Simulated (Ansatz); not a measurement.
## RbRhO3, space group Pm-3m: an SCF with error handling, step by step

With Ansatz's Python interface.

The script reads `rbrho3.extxyz`:
```text
5
Lattice="4.042708 0.0 0.0 0.0 4.042708 0.0 0.0 0.0 4.042708" Properties=species:S:1:pos:R:3 pbc="T T T"
Rb    0.00000000    0.00000000    0.00000000
Rh    2.02135400    2.02135400    2.02135400
O     2.02135400    2.02135400    0.00000000
O     2.02135400    0.00000000    2.02135400
O     0.00000000    2.02135400    2.02135400
```

Notebook, run cell by cell (the value of a cell's last expression is shown):

**Cell 1**
```python
import warnings

import ansatz as az
```

**Cell 2**
```python
structure = az.Crystal.from_extxyz("rbrho3.extxyz")
```

**Cell 3**
```python
len(structure.resolved().sites)
```
Output:
```text
5
```

**Cell 4**
```python
calculation = (
    structure.calculation()
    .functional("pbesol")
    .basis(19 * az.Ha)
    .kpoints(5)
    .occupations("methfessel_paxton", width=0.1)
)
```

**Cell 5**
```python
with warnings.catch_warnings(record=True) as caught:
    warnings.simplefilter("always")
    res = calculation.forces().stress().run(threads=1)
for item in caught:
    if issubclass(item.category, (az.RunWarning, az.DeckWarning)):
        print(item.category.__name__, "-", str(item.message)[:120])
data = res.report
```

**Cell 6**
```python
data["kweights"]
```
Output:
```text
[0.008, 0.048, 0.048, 0.096, 0.192, 0.096, 0.064, 0.192, 0.192, 0.064]
```

**Cell 7**
```python
data["n_iterations"], data["closed_by"]
```
Output:
```text
(9, 'deck_thresholds')
```

**Cell 8**
```python
doubts = data["published_state_doubts"]
if doubts or data.get("closed_by") != "deck_thresholds":
    print("rejected:", doubts, data.get("closed_by"))
else:
    print(f"accepted: F = {data['free_energy_ev']:.5f} eV")
```
Output:
```text
accepted: F = -11234.36761 eV
```

Notes:
- Absolute energies stand on the zero of these potentials, so only differences at equal settings mean something. A total without «per atom» is that of the cell as typed.
- Spin is left out of this run.
- The mesh is modest for a metal, so energies can be off by several to tens of meV an atom and pressures by half a GPa or more; differences at equal mesh fare better.
- At these settings the cell as given stands under about -10 GPa, so it isn't at this functional's equilibrium volume.
- The structure comes from a database of computed cells and needn't be a stable or known phase.
- Run time: 2.3 s on 1 thread of Arm Neoverse V1 (shared host), peak memory 0.38 GiB.
